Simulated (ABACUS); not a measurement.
# NaTb2Sc2FeO9 (P1) in ABACUS: further runs

The runs below take NaTb2Sc2FeO9 through single point, with PBE.

All numbers are computed with ABACUS 3.10.1; they aren't measurements. Logs are shortened: lines on timing, memory, paths and dates and some standing lists are left out, and cuts for length are marked.

## (1) Starting point

The typed cell holds 15 atoms: a = 5.426 Å, b = 5.433 Å, c = 7.038 Å, α = 89.91°, β = 89.97°, γ = 60.99°.

The cell was built by a generator and needn't be a form met in nature.

## (2) Single point, PBE, collinear spin, ferromagnetic start

File run_abacus.py:

```python
"""ABACUS run from a structure file: ASE reads it, the script writes STRU, KPT and INPUT."""
import re
import subprocess
from ase.io import read
from ase.units import Bohr

atoms = read("POSCAR")
atoms = atoms[(-atoms.numbers).argsort(kind="stable")]  # ABACUS lists atoms element by element
pseudo = {'Tb': 'Tb.upf', 'Fe': 'Fe.upf', 'Sc': 'Sc.upf', 'Na': 'Na.upf', 'O': 'O.upf'}
orbital = {}
magmoms = [0.0, 0.0, 3.0, 0.0, 0.0, 0.0, 0.0, 0.0, 0.0, 0.0, 0.0, 0.0, 0.0, 0.0, 0.0]
kmesh = [4, 4, 3]
params = {
    'suffix': 'NaTb2Sc2FeO9',
    'calculation': 'scf',
    'basis_type': 'pw',
    'pseudo_dir': './',
    'symmetry': 1,
    'dft_functional': 'pbe',
    'ecutwfc': 90,
    'pseudo_rcut': 10,
    'nspin': 2,
    'nbands': 83,
    'ks_solver': 'dav',
    'smearing_method': 'fd',
    'smearing_sigma': 0.00367493,
    'scf_thr': 1e-08,
    'scf_nmax': 100,
    'mixing_type': 'broyden',
    'mixing_beta': 0.4,
    'cal_force': 1,
    'cal_stress': 1,
    'out_chg': 1,
    'kpar': 8,
}

symbols = atoms.get_chemical_symbols()
elements = list(dict.fromkeys(symbols))
lines = ["ATOMIC_SPECIES"] + [f"{e} {atoms.get_masses()[symbols.index(e)]:.4f} {pseudo[e]}" for e in elements]
if orbital:
    lines += ["", "NUMERICAL_ORBITAL"] + [orbital[e] for e in elements]
lines += ["", "LATTICE_CONSTANT", f"{1 / Bohr:.10f}", "", "LATTICE_VECTORS"]
lines += [" ".join(f"{x:.10f}" for x in v) for v in atoms.cell]
lines += ["", "ATOMIC_POSITIONS", "Direct"]
for e in elements:
    lines += ["", e, "0.0", str(symbols.count(e))]
    for i, p in enumerate(atoms.get_scaled_positions(wrap=False)):
        if symbols[i] == e:
            mag = "" if magmoms is None else " mag " + " ".join(str(x) for x in (magmoms[i] if isinstance(magmoms[i], list) else [magmoms[i]]))
            lines.append(" ".join(f"{x:.10f}" for x in p) + " 1 1 1" + mag)
open("STRU", "w").write("\n".join(lines) + "\n")
open("KPT", "w").write("K_POINTS\n0\nGamma\n%d %d %d 0 0 0\n" % tuple(kmesh))
open("INPUT", "w").write("INPUT_PARAMETERS\n" + "".join(f"{k:<20s}{v}\n" for k, v in params.items()))

done = subprocess.run(['mpirun', '-np', '8', 'abacus'])
if done.returncode:
    raise SystemExit(done.returncode)
log = open("OUT.NaTb2Sc2FeO9/running_scf.log").read()
print("final energy (eV):", re.findall(r"FINAL_ETOT_IS (\S+)", log))
```

File POSCAR:

```
NaTb2Sc2FeO9
1.0
    5.4260100000      0.0004400000     -0.0003700000
    2.6343900000      4.7512900000     -0.0002000000
    0.0035800000      0.0114800000      7.0380000000
Na Tb Sc Fe O
1 2 2 1 9
Direct
    0.0135800000      0.9850200000      0.0032100000
    0.7144200000      0.6745200000      0.3337100000
    0.3409200000      0.3984000000      0.6211600000
    0.6738800000      0.6494700000      0.8548700000
    0.3257600000      0.3414200000      0.1457500000
    0.0112300000      0.0183400000      0.5015500000
    0.8850500000      0.7730100000      0.6290300000
    0.1418200000      0.2375600000      0.3959000000
    0.1208000000      0.7389400000      0.3093300000
    0.3807300000      0.7965100000      0.5971900000
    0.6539400000      0.2432800000      0.3727200000
    0.5338100000      0.9444700000      0.0607400000
    0.9397600000      0.4297700000      0.0607800000
    0.3898800000      0.5168300000      0.9172200000
    0.8744100000      0.2524600000      0.6968500000
```

Potentials or basis: PseudoDojo NC SR 0.4.1 PBE standard, lanthanides 3+ (f in core), plane waves.

On the command line:

```sh
> OMP_NUM_THREADS=1 python run_abacus.py > log
```

running log:

```text
ABACUS v3.10.1

               Atomic-orbital Based Ab-initio Computation at UStc

 ------------------------------------------------------------------------------------

 READING GENERAL INFORMATION
                           global_out_dir = OUT.NaTb2Sc2FeO9/
                           global_in_card = INPUT
                               pseudo_dir = ./
                              orbital_dir =
                                    DSIZE = 8
                                    GSIZE = 1

 READING UNITCELL INFORMATION
                                    ntype = 5
                  lattice constant (Bohr) = 1.88973
              lattice constant (Angstrom) = 1

 READING ATOM TYPE 1
                               atom label = Tb
                      L=0, number of zeta = 1
                      L=1, number of zeta = 1
                      L=2, number of zeta = 1
             number of atom for this type = 2
               magnetization of element 1 = 0

 READING ATOM TYPE 2
                               atom label = Fe
                      L=0, number of zeta = 1
                      L=1, number of zeta = 1
                      L=2, number of zeta = 1
             number of atom for this type = 1
               magnetization of element 2 = 3

 READING ATOM TYPE 3
                               atom label = Sc
                      L=0, number of zeta = 1
                      L=1, number of zeta = 1
                      L=2, number of zeta = 1
             number of atom for this type = 2
               magnetization of element 3 = 0

 READING ATOM TYPE 4
                               atom label = Na
                      L=0, number of zeta = 1
                      L=1, number of zeta = 1
                      L=2, number of zeta = 1
             number of atom for this type = 1
               magnetization of element 4 = 0

 READING ATOM TYPE 5
                               atom label = O
                      L=0, number of zeta = 1
                      L=1, number of zeta = 1
                      L=2, number of zeta = 1
             number of atom for this type = 9
               magnetization of element 5 = 0

                        TOTAL ATOM NUMBER = 15
DIRECT COORDINATES
    atom                   x                   y                   z     mag                  vx                  vy                  vz
taud_Tb1            0.7144200000        0.6745200000        0.3337100000  0.0000        0.0000000000        0.0000000000        0.0000000000
taud_Tb2            0.3409200000        0.3984000000        0.6211600000  0.0000        0.0000000000        0.0000000000        0.0000000000
taud_Fe1            0.0112300000        0.0183400000        0.5015500000  3.0000        0.0000000000        0.0000000000        0.0000000000
taud_Sc1            0.6738800000        0.6494700000        0.8548700000  0.0000        0.0000000000        0.0000000000        0.0000000000
taud_Sc2            0.3257600000        0.3414200000        0.1457500000  0.0000        0.0000000000        0.0000000000        0.0000000000
taud_Na1            0.0135800000        0.9850200000        0.0032100000  0.0000        0.0000000000        0.0000000000        0.0000000000
taud_O1            0.8850500000        0.7730100000        0.6290300000  0.0000        0.0000000000        0.0000000000        0.0000000000
taud_O2            0.1418200000        0.2375600000        0.3959000000  0.0000        0.0000000000        0.0000000000        0.0000000000
taud_O3            0.1208000000        0.7389400000        0.3093300000  0.0000        0.0000000000        0.0000000000        0.0000000000
taud_O4            0.3807300000        0.7965100000        0.5971900000  0.0000        0.0000000000        0.0000000000        0.0000000000
taud_O5            0.6539400000        0.2432800000        0.3727200000  0.0000        0.0000000000        0.0000000000        0.0000000000
taud_O6            0.5338100000        0.9444700000        0.0607400000  0.0000        0.0000000000        0.0000000000        0.0000000000
taud_O7            0.9397600000        0.4297700000        0.0607800000  0.0000        0.0000000000        0.0000000000        0.0000000000
taud_O8            0.3898800000        0.5168300000        0.9172200000  0.0000        0.0000000000        0.0000000000        0.0000000000
taud_O9            0.8744100000        0.2524600000        0.6968500000  0.0000        0.0000000000        0.0000000000        0.0000000000

                          Volume (Bohr^3) = 1224.39
                             Volume (A^3) = 181.435

 Lattice vectors: (Cartesian coordinate: in unit of a_0)
             +5.42601            +0.00044            -0.00037
             +2.63439            +4.75129             -0.0002
             +0.00358            +0.01148              +7.038
 Reciprocal vectors: (Cartesian coordinate: in unit of 2 pi/a_0)
            +0.184306            -0.10219        +7.29361e-05
         -1.70913e-05           +0.210479        -0.000343312
         +9.68879e-06        +6.08909e-07           +0.142086
 The esolver type has been set to : ksdft_pw

                PAO radial cut off (Bohr) = 10

 Read in pseudopotential file is Tb.upf
                     pseudopotential type = NC
          exchange-correlation functional = PBE
                 nonlocal core correction = 1
                        valence electrons = 11
                                     lmax = 3
                           number of zeta = 4
                     number of projectors = 7
[... 225 lines left out ...]
     PROC   COLUMNS(POT)             PW
        1            709          19669
 --------------- sum -------------------
        1            709          19669

 SETUP NONLOCAL PSEUDOPOTENTIALS IN PLANE WAVE BASIS
 Tb non-local projectors:
 projector 1 L=0
 projector 2 L=0
 projector 3 L=1
 projector 4 L=1
 projector 5 L=2
 projector 6 L=2
 projector 7 L=3
 Fe non-local projectors:
 projector 1 L=0
 projector 2 L=0
 projector 3 L=1
 projector 4 L=1
 projector 5 L=2
 projector 6 L=2
 Sc non-local projectors:
 projector 1 L=0
 projector 2 L=0
 projector 3 L=1
 projector 4 L=1
 projector 5 L=2
 projector 6 L=2
 Na non-local projectors:
 projector 1 L=0
 projector 2 L=0
 projector 3 L=1
 projector 4 L=1
 O non-local projectors:
 projector 1 L=0
 projector 2 L=0
 projector 3 L=1
 projector 4 L=1
 projector 5 L=2
      TOTAL NUMBER OF NONLOCAL PROJECTORS = 229

 Init Non-Local PseudoPotential table :
 Init Non-Local-Pseudopotential done.

                                     npwx = 17660

 Make real space PAO into reciprocal space.
       max mesh points in Pseudopotential = 1001
     dq(describe PAO in reciprocal space) = 0.01
                                    max q = 1143

 number of pseudo atomic orbitals for Tb is 4
WARNING: norm of atomic wavefunction # 3 of atomic type Tb is 0.999439, renormalized
WARNING: norm of atomic wavefunction # 4 of atomic type Tb is 0.999197, renormalized

 number of pseudo atomic orbitals for Fe is 4
WARNING: norm of atomic wavefunction # 4 of atomic type Fe is 0.999905, renormalized
[... 5 lines left out ...]
 number of pseudo atomic orbitals for Na is 3
WARNING: norm of atomic wavefunction # 3 of atomic type Na is 0.996862, renormalized

 number of pseudo atomic orbitals for O is 2

 -------------------------------------------
 SELF-CONSISTENT
 -------------------------------------------

                                 init_chg = atomic

 PW ALGORITHM --------------- ION=   1  ELEC=   1--------------------------------

          total magnetism (Bohr mag/cell) = 3
       absolute magnetism (Bohr mag/cell) = 3.20819
                        nelec for spin up = 63
                      nelec for spin down = 60
[... 225 lines left out ...]
 Density error is 2.33962137606e-09
                          Error Threshold = 9.89437073522e-12
----------------------------------------------------------
     Energy           Rydberg                 eV
----------------------------------------------------------
 E_KohnSham     -1005.5189790716     -13680.7875625166
 E_KS(sigma->0) -1005.5189780158     -13680.7875481512
 E_Harris       -1005.5188269089     -13680.7854922366
 E_band         -73.5266689692       -1000.3816529415
 E_one_elec     -412.7496521715      -5615.7471170502
 E_Hartree      269.6964531163       3669.4084927710
 E_xc           -200.5674661366      -2728.8603728800
 E_Ewald        -661.8983117681      -9005.5885366266
 E_entropy(-TS) -0.0000021117        -0.0000287307
 E_descf        0.0000000000         0.0000000000
 E_exx          0.0000000000         0.0000000000
 E_Fermi        0.6667031103         9.0709611746
----------------------------------------------------------

 charge density convergence is achieved
 final etot is -13680.787563 eV
 EFERMI = 9.0709611746 eV

 STATE ENERGY(eV) AND OCCUPATIONS    NSPIN == 2
SPIN UP :
 1/4 kpoint (Cartesian) = 0.0000 0.0000 0.0000 (17647 pws)
       1       -81.1805      0.0208333
       2       -47.2696      0.0208333
       3       -47.2605      0.0208333
       4       -47.1953      0.0208333
       5       -40.5804      0.0208333
       6       -38.5114      0.0208333
[... 330 lines left out ...]
      82        16.5280    7.05247e-67
      83        16.8792    6.28308e-70

SPIN DOWN :
 1/4 kpoint (Cartesian) = 0.0000 0.0000 0.0000 (17647 pws)
       1       -78.4854      0.0208333
       2       -44.4812      0.0208333
       3       -44.4353      0.0208333
       4       -44.3830      0.0208333
       5       -40.5794      0.0208333
       6       -38.5108      0.0208333
[... 160 lines left out ...]
      82        16.5535    4.24068e-67
      83        16.8137    2.33076e-69

[... levels at 2 further k points ...]

------------------------------------------------------------------------------------------
 TOTAL-FORCE (eV/Angstrom)
------------------------------------------------------------------------------------------
                       Tb1        -0.0040058992        -0.0095186355        -0.0306328945
                       Tb2        -0.0020849349        -0.0098653102         0.0322160744
                       Fe1        -0.0048250220        -0.0116519116         0.0014599961
                       Sc1         0.0003657653        -0.0156491750         0.0236520778
                       Sc2        -0.0124945380        -0.0108232446        -0.0333959871
                       Na1         0.0062421887        -0.0015591717        -0.0108671303
                        O1         0.0259446795         0.0074410633        -0.0384241920
                        O2        -0.0017329595         0.0144684289         0.0217335130
                        O3        -0.0078196435         0.0030217472         0.0193869115
                        O4        -0.0279040004         0.0011448721        -0.0164963086
                        O5         0.0119028946        -0.0000169967         0.0325075263
                        O6         0.0017089289         0.0034546102         0.0075546956
                        O7         0.0089551230         0.0285916946         0.0038474504
                        O8         0.0051250285        -0.0095792608        -0.0086055759
                        O9         0.0006223890         0.0105412899        -0.0039361567
------------------------------------------------------------------------------------------

----------------------------------------------------------------
 TOTAL-STRESS (KBAR)
----------------------------------------------------------------
        -4.5901464315         0.2807214425         0.0591587026
         0.2807214425        -3.7804817402        -0.2629483132
         0.0591587026        -0.2629483132        -5.3991520192
----------------------------------------------------------------
 TOTAL-PRESSURE: -4.589927 KBAR

 --------------------------------------------
 !FINAL_ETOT_IS -13680.7875625165906968 eV
 --------------------------------------------
```

Wall time 4 min (8 MPI ranks of AMD EPYC 9R45 (Zen 5), shared host); peak memory 6.3 GiB.

Results:

* Free energy: -13680.7876 eV
* Largest force: 0.047 eV/Å
* Band gap on the k mesh: 0.93 eV, indirect (least direct gap 0.94 eV)
* Net moment: 3.00 μB per cell
* Absolute moment: 3.29 μB per cell

Forces on the atoms (eV/Å):
```
Tb  -0.004 -0.010 -0.031
Tb  -0.002 -0.010  0.032
Fe  -0.005 -0.012  0.001
Sc   0.000 -0.016  0.024
Sc  -0.012 -0.011 -0.033
Na   0.006 -0.002 -0.011
O    0.026  0.007 -0.038
O   -0.002  0.014  0.022
O   -0.008  0.003  0.019
O   -0.028  0.001 -0.016
O    0.012  0.000  0.033
O    0.002  0.003  0.008
O    0.009  0.029  0.004
O    0.005 -0.010 -0.009
O    0.001  0.011 -0.004
```

Levels at points of the mesh, in eV from the valence-band top:
Spin up:
```tsv
k point	band 59	band 60	band 61	band 62	band 63	band 64	band 65	band 66	band 67	band 68
(0.00, 0.00, 0.00)	-0.48	-0.30	-0.27	-0.11	-0.04	1.79	2.03	4.53	4.94	5.03
(0.50, 0.00, 0.00)	-0.56	-0.51	-0.43	-0.38	-0.13	1.45	2.11	4.73	5.07	5.33
(0.00, 0.50, 0.00)	-0.63	-0.50	-0.43	-0.24	-0.20	1.75	1.92	4.91	5.07	5.27
(0.50, 0.50, 0.00)	-0.60	-0.53	-0.41	-0.23	-0.11	1.49	2.10	4.88	5.10	5.38
```
Spin down:
| k point | band 56 | band 57 | band 58 | band 59 | band 60 | band 61 | band 62 | band 63 | band 64 | band 65 |
| --- | --- | --- | --- | --- | --- | --- | --- | --- | --- | --- |
| (0.00, 0.00, 0.00) | -0.49 | -0.39 | -0.23 | -0.09 | 0.00 | 0.94 | 1.22 | 1.33 | 2.85 | 3.09 |
| (0.50, 0.00, 0.00) | -0.66 | -0.48 | -0.45 | -0.31 | -0.09 | 1.17 | 1.28 | 1.39 | 2.58 | 3.16 |
| (0.00, 0.50, 0.00) | -0.81 | -0.63 | -0.29 | -0.26 | -0.14 | 0.96 | 1.34 | 1.44 | 2.80 | 3.03 |
| (0.50, 0.50, 0.00) | -0.60 | -0.46 | -0.37 | -0.28 | -0.10 | 1.15 | 1.26 | 1.43 | 2.61 | 3.16 |

Caveat: the magnetic or orbital state may not be the lowest; there are fewer bands than atomic start orbitals, so a level may be missed at k points of high symmetry; spin-orbit coupling is left out, which moves the levels of the heavy elements; an odd mesh through Γ misses points on the zone boundary, where band edges often lie; the 4f electrons are frozen in the core as for a trivalent ion, so they carry no moment and show no levels; a cell with one magnetic atom can't hold antiferromagnetic order, which such compounds often take.

[end of part 1 of 2]
